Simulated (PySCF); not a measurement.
# C₆H₁₀O₃: geometry, NMR shifts and electronic excitations

Aim: predict the NMR shifts and electronic excitations of C₆H₁₀O₃ (`C=C(C)COC(=O)OC`).

The runs use PySCF 2.14.0, with density-fitted response routines of our own; the level of theory stands in each step. All values are computed, except where a source is named. Atoms count from 0, in the outputs and in this text.

### Step 1. Starting geometry

19 atoms, charge 0, multiplicity 1; geometry from: GFN2-xTB.

Bonds of the start (Å): C0–C1 1.32, C1–C2 1.50, C1–C3 1.50, C3–O4 1.43, O4–C5 1.33, C5–O6 1.20, C5–O7 1.34, O7–C8 1.42, C0–H9 1.08, C0–H10 1.08, C2–H11 1.09, C2–H12 1.09, C2–H13 1.09, C3–H14 1.10, C3–H15 1.09, C8–H16 1.09, C8–H17 1.09, C8–H18 1.09.

### Step 2. Relaxing the molecule at PBE0-D3(BJ)/def2-SVP

Job settings and geometry (Å):

```
{"job": {"xc": "PBE0", "basis": "def2-SVP", "d3": "d3bj", "grid": 1, "kind": "geom"}, "charge": 0, "multiplicity": 1}
C     -2.526453     1.791678    -0.066614
C     -1.931271     0.625129     0.117444
C     -2.402832    -0.400824     1.097888
C     -0.703872     0.235573    -0.659329
O      0.359895    -0.013644     0.269973
C      1.526024    -0.349272    -0.269463
O      1.748253    -0.470441    -1.441024
O      2.415163    -0.531309     0.710492
C      3.725176    -0.885883     0.287271
H     -2.160297     2.517020    -0.772640
H     -3.411191     2.063749     0.482660
H     -2.657750    -1.326323     0.582816
H     -1.602111    -0.622043     1.801113
H     -3.272701    -0.048005     1.643720
H     -0.882382    -0.679490    -1.238703
H     -0.397285     1.025108    -1.352548
H      4.132893    -0.120804    -0.376200
H      3.712158    -1.840717    -0.242130
H      4.318779    -0.960249     1.194348
```

**Question.** This job is followed by: GIAO PBE0/pcSseg-1 NMR shielding, non-relativistic, gas phase; TDDFT B3LYP/def2-SVPD, vertical, gas phase, core orbitals frozen in the response; GIAO wB97X-D/pcSseg-1 NMR shielding, non-relativistic, gas phase. Predict these results of the whole session: point group; rotational constants (main isotopes); ¹³C shifts against TMS (PBE0/pcSseg-1); ¹H shifts against TMS (PBE0/pcSseg-1, means over atoms taken as alike); ¹⁷O shifts against H2O (PBE0/pcSseg-1); lowest singlet (B3LYP/def2-SVPD); brightest single state of those computed; lowest triplet; vertical ionisation energy (ΔSCF); range of the shift of O4.

**Answer**, as computed:

```
                                                              quantity                                      value
                                                           point group                                         C1
                                  rotational constants (main isotopes)                       4.47, 0.74, 0.68 GHz
                                ¹³C shifts against TMS (PBE0/pcSseg-1)  161.0, 150.1, 121.8, 73.3, 54.3, 21.9 ppm
¹H shifts against TMS (PBE0/pcSseg-1, means over atoms taken as alike)           5.29, 5.24, 4.26, 3.65, 1.91 ppm
                                ¹⁷O shifts against H2O (PBE0/pcSseg-1)                    310.3, 164.3, 141.5 ppm
                                      lowest singlet (B3LYP/def2-SVPD)                6.71 eV (185 nm), f = 0.053
                              brightest single state of those computed                state 3, 7.07 eV, f = 0.313
                                                        lowest triplet                                    4.34 eV
                                     vertical ionisation energy (ΔSCF)                                    9.49 eV
                                              range of the shift of O4                         158.9 to 164.3 ppm
```

What this shows: Over 6 steps the energy fell by 0.048 eV; of the close pairs, C0–H9 changed most, 1.076 to 1.094 Å. No frequency check was run at this level, so the end point may be a saddle. At PBE0/pcSseg-1: Shielding is most anisotropic at O6 (span 437 ppm, paramagnetic term -379 ppm). The lowest singlet, at 6.71 eV, is HOMO→LUMO+1 0.67, HOMO→LUMO 0.21 and is bright; of the 10 states computed, the strongest absorption comes from state 3 at 7.07 eV. The lowest triplet lies 2.37 eV below the lowest singlet (triplets in Tamm-Dancoff, singlets in full TDDFT). ΔSCF puts the ionisation energy at 9.49 eV, 2.18 eV above −ε(HOMO). Across the 2 runs the shift of O4 moves most, between 158.9 (wB97X-D/pcSseg-1) and 164.3 ppm (PBE0/pcSseg-1).
